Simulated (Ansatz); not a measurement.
# NbRu: how the settings move a relaxation

How sensitive is a relaxation of NbRu to its settings? A reference run comes first, then one run with altered input.

Computed with Ansatz 0.2.0 (reference: DFT, r2SCAN, PAW with Ansatz's default frozen-core files, scalar-relativistic; relaxation of cell and atoms, unless a step's input says otherwise).

1 further run of the same task is left out (set aside as unsound or not needed).

### Step 1. The system as given

Symmetry: Pm-3m, No. 221, cubic system. Conventional cell: a = 3.184 Å, b = 3.184 Å, c = 3.184 Å, α = 90.00°, β = 90.00°, γ = 90.00°. Nb (site symmetry m-3m) is surrounded by 8 Ru at 2.76 Å. Around Ru (site symmetry m-3m) lie 8 Nb at 2.76 Å.

Coordinates:

```cif
data_structure
_symmetry_space_group_name_H-M 'Pm-3m'
_symmetry_Int_Tables_number 221
_cell_length_a 3.1840
_cell_length_b 3.1840
_cell_length_c 3.1840
_cell_angle_alpha 90.000
_cell_angle_beta 90.000
_cell_angle_gamma 90.000
_cell_volume 32.28
loop_
_atom_site_label
_atom_site_type_symbol
_atom_site_symmetry_multiplicity
_atom_site_Wyckoff_symbol
_atom_site_fract_x
_atom_site_fract_y
_atom_site_fract_z
_atom_site_occupancy
Nb1 Nb 1 a 0.00000 0.00000 0.00000 1
Ru1 Ru 1 b 0.50000 0.50000 0.50000 1
```

### Step 2. Baseline

input.yaml

```yaml
crystal:
  lattice:
    - [3.184, 0.0, 0.0]
    - [0.0, 3.184, 0.0]
    - [0.0, 0.0, 3.184]
  atoms:
    - { symbol: Nb, position: [0.0, 0.0, 0.0] }
    - { symbol: Ru, position: [0.5, 0.5, 0.5] }
kpoints:
  mp_grid: { grid: [16, 16, 16] }
scf:
  occupations: { method: fermi_dirac, width: 0.1 }
hamiltonian:
  xc: r2scan
  pseudopotentials: { kind: paw }
relax:
  f_tol: 0.002
  max_steps: 80
  cell: {}
output:
  forces: true
  stress: true
  write_density: true
  write_potential: true
  elf: true
  volumetric_format: npy
```

Launch:

```
> ansatz run input.yaml --threads 1 --pin off --max-ram 2560MiB --backend cpu --events-out ev --progress --plain --runs-dir out
```

### Step 3. Changing settings: hubbard.sites [{species: Ru, l: d, u_eff: 8.0}], hubbard.double_counting amf

Edit input.yaml of step 2 so:

```diff
@@ -15,2 +15,3 @@
   pseudopotentials: { kind: paw }
+  hubbard: { sites: [{ species: Ru, l: d, u_eff: 8.0 }], double_counting: amf }
 relax:
@@ -22,5 +23 @@
   stress: true
-  write_density: true
-  write_potential: true
-  elf: true
-  volumetric_format: npy
```

**Question.** What will these runs give? Wanted: for each run, ending; energy change; pressure; gap; force.

The runs gave:

| run | ending | energy change | pressure (GPa) | gap (eV) | force (eV/Å) | cycles | time |
| --- | --- | --- | --- | --- | --- | --- | --- |
| reference | converged | 0 | 0.0 | 0.00 | 0.00 | 39 | 26 s |
| 1: hubbard.sites [{species: Ru, l: d, u_eff: 8.0}], hubbard.double_counting amf | converged | -606.9 meV/atom (U changed: no physical gain or loss) | 0.0 | 0.00 | 0.00 | 47 | 36 s |

Times don't compare one to one where runs were asked for different outputs or read a saved state (see the inputs); cycles may leave out searches for a lower state.

What this shows: Changing the Hubbard U moves the energy by -606.9 meV/atom, and the final volume goes from 31.57 to 33.94 Å³. The U term adds an energy of its own, so the shift says nothing about which run is better. A changed U is a change of model: its shifts are not errors of convergence.
